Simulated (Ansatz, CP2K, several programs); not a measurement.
Many methods on one cell: Ga4Sb3As (ordering on zincblende)

Ga4Sb3As as one 8-atom ordering (R3m) on the zincblende lattice, relaxed with r2SCAN in Ansatz, was computed with several methods. It is trigonal, R3m (No. 160); a = 4.264 Å, c = 41.668 Å in the conventional setting, 27.33 Å³ an atom. As is surrounded by 4 Ga at 2.46–2.57 Å; Sb is surrounded by 4 Ga at 2.63–2.66 Å; Sb is surrounded by 4 Ga at 2.63–2.65 Å; Ga is surrounded by 3 As at 2.57 Å and 1 Sb at 2.66 Å; Ga is surrounded by 4 Sb at 2.63–2.65 Å; Ga is surrounded by 1 As at 2.46 Å and 3 Sb at 2.63 Å. Values at 0 K without nuclear motion; spin polarisation is off, and the phase may be a hypothetical one.

```
As Sb Ga
1.0
     2.13187    1.23084   13.88937
    -2.13187    1.23084   13.88937
     0.00000   -2.46167   13.88937
As Sb Ga
1 3 4
Direct
  0.99987 0.99987 0.99987
  0.74787 0.74787 0.74787
  0.50003 0.50003 0.50003
  0.25220 0.25220 0.25220
  0.68400 0.68400 0.68400
  0.43646 0.43646 0.43646
  0.18870 0.18870 0.18870
  0.94087 0.94087 0.94087
```

Gaps and times are for a single point on this cell; volume and bulk modulus come from each method's own relaxation or energy curve at fixed shape, which is too stiff where a cell has free coordinates or axes. Times are rough, from shared hosts (Arm Neoverse V1), and each method has its own mesh and cell size. A double dagger marks a value from a curve with shape and coordinates held. Gaps from k meshes are read at a limited set of points (mesh, symmetry points, PBE's band edges), so each method's own least gap may be somewhat smaller. Minimal bases can be far off for gaps. d marks a direct gap, i an indirect one (no mark: not told apart), a dash a value that wasn't computed or didn't pass its checks.

```tsv
method	kind	gap (eV)	own volume (Å³/atom)	bulk modulus (GPa)	atoms computed	processor time
light PBE (260 eV, its own mesh)	light plane-wave	overlap 0.05	–	–	8	20 s
PBE	semilocal	overlap 0.10	28.44	48‡	8	2.1 min
r2SCAN	semilocal	overlap 0.02	27.33	57‡	8	5.5 min
PBE/SZV (CP2K)	small basis	0	–	–	8	6 min
PBE/DZVP (CP2K)	small basis	overlap 0.06	–	–	8	8.4 min
```

With PBE and r2SCAN the bands overlap or touch, or nearly. Semilocal functionals can close a real gap, so this doesn't show a metal; small gaps of other methods may in turn close between the points read or with spin-orbit coupling, and the solid may be a semimetal.

Spin-orbit coupling is left out, which matters wherever the heavy atoms make up the band edges.
